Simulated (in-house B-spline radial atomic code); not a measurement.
# Ti: a fraction of an electron added to 3d

How does the RPBE energy of Ti change when part of an electron is added to 3d?

Method: scalar-relativistic (spin-free one-electron X2C) RPBE, spin-polarised, spherical fractional occupations, Fermi nucleus, basis-set limit. Code: in-house B-spline radial atomic code version 1.

### Step 1. Starting point

| Quantity | Value |
| --- | --- |
| element | titanium (Z = 22) |
| charge | 0 |
| electrons | 22 |
| configuration | [Ar] 3d2 4s2 |
| Hamiltonian | scalar-relativistic (X2C) |
| nucleus | Fermi, rms radius 3.592 fm |

The outer shells:

[Ar] 3d2 4s2
```
[Ar] core
3d [↑ ][↑ ][  ][  ][  ]
4s [↑↓]
```

Where spins are not typed, each open shell is filled with up spins first.

### Step 2. The start, at fraction 0

Settings, as recorded:

```ini
Z = 22
electrons = 22.0
configuration = [Ar] 3d2 4s2
hamiltonian = x2c
method = rpbe,pbe
spin_polarised = True
nucleus = fermi
rms_radius = 3.5921
mass_number = 48
atomic_mass = 47.947940677
speed_of_light = 137.035999084
```

### Step 3. 0.1 electron added to 3d

Settings: those of step 2 with these lines changed.

```diff
@@ -1,4 +1,4 @@
 Z = 22
-electrons = 22.0
-configuration = [Ar] 3d2 4s2
+electrons = 22.1
+configuration = [Ar] 3d2.1 4s2
 hamiltonian = x2c
```

### Step 4. 0.2 electron added to 3d

Settings: those of step 3 with these lines changed.

```diff
@@ -1,4 +1,4 @@
 Z = 22
-electrons = 22.1
-configuration = [Ar] 3d2.1 4s2
+electrons = 22.2
+configuration = [Ar] 3d2.2 4s2
 hamiltonian = x2c
```

### Step 5. 0.3 electron added to 3d

Settings: those of step 4 with these lines changed.

```diff
@@ -1,4 +1,4 @@
 Z = 22
-electrons = 22.2
-configuration = [Ar] 3d2.2 4s2
+electrons = 22.3
+configuration = [Ar] 3d2.3 4s2
 hamiltonian = x2c
```

### Step 6. 0.4 electron added to 3d

Settings: those of step 5 with these lines changed.

```diff
@@ -1,4 +1,4 @@
 Z = 22
-electrons = 22.3
-configuration = [Ar] 3d2.3 4s2
+electrons = 22.4
+configuration = [Ar] 3d2.4 4s2
 hamiltonian = x2c
```

### Step 7. 0.5 electron added to 3d

Settings: those of step 6 with these lines changed.

```diff
@@ -1,4 +1,4 @@
 Z = 22
-electrons = 22.4
-configuration = [Ar] 3d2.4 4s2
+electrons = 22.5
+configuration = [Ar] 3d2.5 4s2
 hamiltonian = x2c
```

### Step 8. 0.6 electron added to 3d

Settings: those of step 7 with these lines changed.

```diff
@@ -1,4 +1,4 @@
 Z = 22
-electrons = 22.5
-configuration = [Ar] 3d2.5 4s2
+electrons = 22.6
+configuration = [Ar] 3d2.6 4s2
 hamiltonian = x2c
```

### Step 9. 0.7 electron added to 3d

Settings: those of step 8 with these lines changed.

```diff
@@ -1,4 +1,4 @@
 Z = 22
-electrons = 22.6
-configuration = [Ar] 3d2.6 4s2
+electrons = 22.7
+configuration = [Ar] 3d2.7 4s2
 hamiltonian = x2c
```

How does the energy change with the fraction, and which way and how far does it bend from the straight line between the ends?

As calculated:

| fraction | energy change (eV) | less the straight line (eV) | level 3d up (eV) | sum of <r²> (bohr²) |
| --- | --- | --- | --- | --- |
| 0 | 0.0000 | 0.0000 | -4.800 | 47.627 |
| 0.1 | -0.4330 | -0.2470 | -3.868 | 49.705 |
| 0.2 | -0.7751 | -0.4031 | -2.982 | 52.018 |
| 0.3 | -1.0311 | -0.4731 | -2.146 | 54.617 |
| 0.4 | -1.2060 | -0.4620 | -1.362 | 57.577 |
| 0.5 | -1.3054 | -0.3753 | -0.635 | 61.011 |
| 0.6 | -1.3351 | -0.2190 | 0.0293 | 65.123 |
| 0.7 | -1.3021 | 0.0000 | 0.608 | 72.342 |

From fraction 0 to 0.7 the energy changes by -1.302 eV. It sags under the straight line by up to 0.47 eV (at 0.3); exact theory is straight between whole electron numbers, so this convex bend is an error (delocalisation) that favours fractional charges. From fraction 0.6 on, a level is unbound or reaches the edge of the box, so those points hang on the box (radius 50.0 bohr). The path stops at 0.7, so the line is drawn to that point and not to a whole electron.

Members of this set that are not shown: 1 did not converge.
